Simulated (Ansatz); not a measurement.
# C2H8AlGeN: the cost of one run

Program: Ansatz 0.2.0. Level of theory: RKS PBE/def2-SVP. These are calculated values, not measurements.

### Step 1. The structure to begin with

Bond lengths: C1–C2 1.312 Å, C2–Ge3 1.946 Å, C2–Al4 2.010 Å, Al4–N5 1.913 Å, C1–H6 1.164 Å, C1–H7 1.058 Å, Ge3–H8 1.481 Å, Ge3–H9 1.562 Å, Ge3–H10 1.550 Å, Al4–H11 1.597 Å, N5–H12 1.010 Å, N5–H13 1.045 Å. Angles (14 of 18 angles, heavy atoms first): C1–C2–Ge3 122.8°, C1–C2–Al4 118.3°, Ge3–C2–Al4 119.0°, C2–Al4–N5 118.7°, C2–C1–H6 117.3°, C2–C1–H7 125.9°, C2–Ge3–H8 109.7°, C2–Ge3–H9 107.3°, C2–Ge3–H10 107.2°, C2–Al4–H11 118.2°, N5–Al4–H11 122.5°, Al4–N5–H12 107.6°, Al4–N5–H13 103.9°, H6–C1–H7 116.8°.

As a file:

```xyz
13

C    -0.5659    0.9746    1.7601
C    -0.2314    0.4082    0.6246
Ge   -0.9023    1.0218   -1.0962
Al    1.0117   -1.1701    0.6785
N     1.4383   -2.0609   -0.9600
H    -1.2751    1.8957    1.7095
H    -0.2490    0.6699    2.7219
H    -2.1110    0.2483   -1.4643
H    -1.1907    2.5509   -0.9647
H     0.2206    0.7815   -2.1366
H     1.4453   -1.7417    2.1053
H     0.5681   -2.3028   -1.4123
H     1.8618   -1.3101   -1.5509
```

### Step 2. End point A

Input file input.yaml:

```yaml
crystal:
  periodic: [false, false, false]
  atoms:
    - { symbol: C, position_ang: [-0.5659, 0.9746, 1.7601] }
    - { symbol: C, position_ang: [-0.2314, 0.4082, 0.6246] }
    - { symbol: Ge, position_ang: [-0.9023, 1.0218, -1.0962] }
    - { symbol: Al, position_ang: [1.0117, -1.1701, 0.6785] }
    - { symbol: "N", position_ang: [1.4383, -2.0609, -0.96] }
    - { symbol: H, position_ang: [-1.2751, 1.8957, 1.7095] }
    - { symbol: H, position_ang: [-0.249, 0.6699, 2.7219] }
    - { symbol: H, position_ang: [-2.111, 0.2483, -1.4643] }
    - { symbol: H, position_ang: [-1.1907, 2.5509, -0.9647] }
    - { symbol: H, position_ang: [0.2206, 0.7815, -2.1366] }
    - { symbol: H, position_ang: [1.4453, -1.7417, 2.1053] }
    - { symbol: H, position_ang: [0.5681, -2.3028, -1.4123] }
    - { symbol: H, position_ang: [1.8618, -1.3101, -1.5509] }
basis:
  gaussian: { orbitals: def2-SVP }
hamiltonian:
  xc: pbe
relax:
  f_tol: 0.015
  max_steps: 40
```

Run with:

```bash
> ansatz run input.yaml --threads 2 --pin off --max-ram 3072MiB --backend cpu --events-out ev --progress --plain --runs-dir out
```

**Question.** How long does this run take on 2 threads of Arm Neoverse V1, shared host, and how much memory does it need?

About 75 s, with a peak of 0.18 GiB.
